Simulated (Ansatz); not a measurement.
The system is Ge3Pd.

```
Pd Ge
1.0
     4.14202    0.00000    0.00000
     0.00000    4.14202    0.00000
     0.00000    0.00000    4.14202
Pd Ge
1 3
Direct
  0.00000 0.00000 0.00000
  0.50000 0.50000 0.00000
  0.50000 0.00000 0.50000
  0.00000 0.50000 0.50000
```

The cell comes from a database or a generator and needn't be the stable form of this composition.

Base run:

| Item | Value |
| --- | --- |
| Program | Ansatz 0.2.0 |
| Functional | PBEsol |
| Potentials or basis | all-electron LAPW, inner shells corrected to Dirac's equation |
| Cutoff | 199 eV |
| Density cutoff | 797 eV |
| Basis error allowed | 0.002 eV/atom |
| k mesh | 7 × 7 × 7 |
| Occupations | fermi-dirac, width 0.05 eV |
| Spin | no spin polarisation |

Its results: pressure -4.7 GPa.

Question: The run is repeated on the same cell with these changes: potentials or basis from all-electron LAPW, inner shells corrected to Dirac's equation to all-electron LAPW, non-relativistic. What comes out?

Answer: Pressure -3.2 GPa.

Caveats: relativity is left out, which matters for the heavier elements (some runs).

Not every run made on this cell is shown here.
